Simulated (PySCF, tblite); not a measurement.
# C4H8F2Si3: geometry, infrared bands and NMR shifts

Wanted: the infrared bands and NMR shifts of C4H8F2Si3 (`C#CC(F)(F)[Si@@H]1C[SiH2][SiH2]1`), by calculation.

Programs: tblite 0.8.0 and PySCF 2.14.0, with density-fitted response routines of our own. Each step states its level of theory. These are calculated values for one molecule in the gas phase, unless marked as measured. Atoms are numbered from 0 throughout.

## Step 1: The molecule as given

17 atoms, charge 0, multiplicity 1; geometry from: force field or distance geometry start.

Bonds of the start (Å): C0–C1 1.21, C1–C2 1.45, C2–F3 1.39, C2–F4 1.39, C2–Si5 1.85, Si5–C6 1.84, C6–Si7 1.88, Si7–Si8 2.24, Si8–Si5 2.23, C0–H9 1.06, Si5–H10 1.48, C6–H11 1.13, C6–H12 1.08, Si7–H13 1.47, Si7–H14 1.46, Si8–H15 1.45, Si8–H16 1.46.

## Step 2: Relaxing the molecule with GFN2-xTB

What the job is given:

```
{"job": {"kind": "relax", "xc": "GFN2-xTB", "basis": "xTB"}, "charge": 0, "multiplicity": 1}
C      3.117900     1.044800    -0.596300
C      2.357400     0.255600    -0.092800
C      1.488300    -0.724900     0.521500
F      1.275400    -0.448600     1.867600
F      2.163300    -1.941300     0.512700
Si    -0.088600    -0.918300    -0.418300
C     -0.823700     0.549600    -1.249300
Si    -1.501400     1.170100     0.393100
Si    -1.883200    -0.978700     0.909300
H      3.767900     1.753200    -1.054000
H     -0.095500    -2.115900    -1.286000
H     -1.715600     0.221900    -1.863900
H     -0.174200     1.239800    -1.776000
H     -2.732200     1.966700     0.247200
H     -0.470200     1.791100     1.221100
H     -3.071200    -1.581800     0.334000
H     -1.621400    -1.271100     2.320300
```

Launch:

```console
$ OMP_NUM_THREADS=1 python probes_run.py task.json out
```

This one command runs all jobs of the session in turn.

**Question.** This job is followed by: GFN2-xTB harmonic vibrations, gas phase; GIAO PBE0/pcSseg-1 NMR shielding, non-relativistic, gas phase. What will the session give for the following? strongest single infrared mode (GFN2-xTB); zero-point energy (GFN2-xTB); ¹³C shifts against TMS (PBE0/pcSseg-1); ¹H shifts against TMS (PBE0/pcSseg-1); ¹⁹F shifts against CFCl3 (PBE0/pcSseg-1); ²⁹Si shifts against TMS (PBE0/pcSseg-1); surface potential, 1st and 99th percentile.

As calculated:

| quantity | value |
| --- | --- |
| strongest single infrared mode (GFN2-xTB) | 2183 cm⁻¹, 393 km/mol |
| zero-point energy (GFN2-xTB) | 60.3 kcal/mol |
| ¹³C shifts against TMS (PBE0/pcSseg-1) | 126.4, 90.4, 80.9, -0.3 ppm |
| ¹H shifts against TMS (PBE0/pcSseg-1) | 5.12, 4.69, 4.68, 4.66, 4.52, 2.68, 0.92, 0.80 ppm |
| ¹⁹F shifts against CFCl3 (PBE0/pcSseg-1) | -115.3, -118.0 ppm |
| ²⁹Si shifts against TMS (PBE0/pcSseg-1) | -9.1, -58.2, -72.7 ppm |
| surface potential, 1st and 99th percentile | -0.95 V and 1.61 V |

Over 138 steps the energy fell by 1.192 eV; of the close pairs, Si7–Si8 changed most, 2.243 to 2.358 Å. All 45 modes are real, so the xTB geometry is a minimum. The strongest single mode, at 2183 cm⁻¹, moves mainly H13. GFN2-xTB is a fitted tight-binding method: band positions and strengths are rough. Its intensities can rank the bands wrongly. At PBE0/pcSseg-1: The largest span, 296 ppm, is at C1, where the paramagnetic term is -152 ppm. By nearest atom (PBE0/pcSseg-1), the HOMO sits on Si5, Si8 about 20 % each; Si7 11 % and the LUMO on Si5, Si8 about 17 % each; H15 10 %.
